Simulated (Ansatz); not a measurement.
# Hf2ScO2: the cost of one run

Computed with Ansatz 0.2.0 (DFT PBE, scalar-relativistic, plane waves, PAW, unless a step names another level, unless a step's input says otherwise).

3 further runs of the same task are left out: 2 that didn't finish, 1 set aside as unsound or not needed. Runs told in other sessions of the task aren't counted.

## (1) The starting structure

Symmetry: P6_3/mmc, No. 194, hexagonal system. Conventional cell: a = 3.189 Å, b = 3.189 Å, c = 15.776 Å, α = 90.00°, β = 90.00°, γ = 120.00°. Hf (site symmetry 3m) has 3 O at 2.30 Å in its first shell of neighbours. Around Sc (site symmetry -6m2) lie 6 O at 2.28 Å. Around O (site symmetry 3m) lie 3 Sc at 2.28 Å and 3 Hf at 2.30 Å.

As a file:

```
Hf Sc O
1.0
     3.18926    0.00000    0.00000
    -1.59463    2.76198    0.00000
     0.00000    0.00000   15.77576
Hf Sc O
4 2 4
Direct
  0.66667 0.33333 0.42256
  0.66667 0.33333 0.07744
  0.33333 0.66667 0.92256
  0.33333 0.66667 0.57744
  0.33333 0.66667 0.25000
  0.66667 0.33333 0.75000
  0.00000 0.00000 0.33528
  0.00000 0.00000 0.16472
  0.00000 0.00000 0.83528
  0.00000 0.00000 0.66472
```

It came out lowest among 30 distinct ends of the trial cells. At a tolerance of 0.05 Å it has space group P6_3/mmc (No. 194).

## (2) Relaxing to 0.001 eV/Å, on the response runs' mesh and smearing

File input.yaml:

```yaml
crystal:
  lattice:
    - [3.1892556288, 0.0, 0.0]
    - [-1.5946278144, 2.7619763937, 0.0]
    - [0.0, 0.0, 15.775759327]
  atoms:
    - { symbol: Hf, position: [0.6666666667, 0.3333333333, 0.422564156] }
    - { symbol: Hf, position: [0.6666666667, 0.3333333333, 0.077435844] }
    - { symbol: Hf, position: [0.3333333333, 0.6666666667, 0.922564156] }
    - { symbol: Hf, position: [0.3333333333, 0.6666666667, 0.577435844] }
    - { symbol: Sc, position: [0.3333333333, 0.6666666667, 0.25] }
    - { symbol: Sc, position: [0.6666666667, 0.3333333333, 0.75] }
    - { symbol: O, position: [0.0, 0.0, 0.3352775361] }
    - { symbol: O, position: [0.0, 0.0, 0.1647224639] }
    - { symbol: O, position: [0.0, 0.0, 0.8352775361] }
    - { symbol: O, position: [0.0, 0.0, 0.6647224639] }
basis:
  ecutwfc: 420
kpoints:
  mp_grid: { grid: [12, 12, 2] }
hamiltonian:
  xc: pbe
scf:
  occupations: { method: gaussian, width: 0.1 }
output:
  forces: true
  stress: true
  eigenvalues: true
relax:
  adjacent_minimum: "off"
  f_tol: 0.001
  max_steps: 60
  cell: { stress_tol: 0.01 }
```

Launch:

```console
$ ansatz run input.yaml --threads 3 --pin off --max-ram 7680MiB --backend cpu --events-out ev --progress --plain --runs-dir out
```

**Question.** How long does this run take on 3 threads of AMD EPYC 7R43 (Zen 3), shared host, and how much memory does it need?

About 39 s, with a peak of 0.8 GiB.
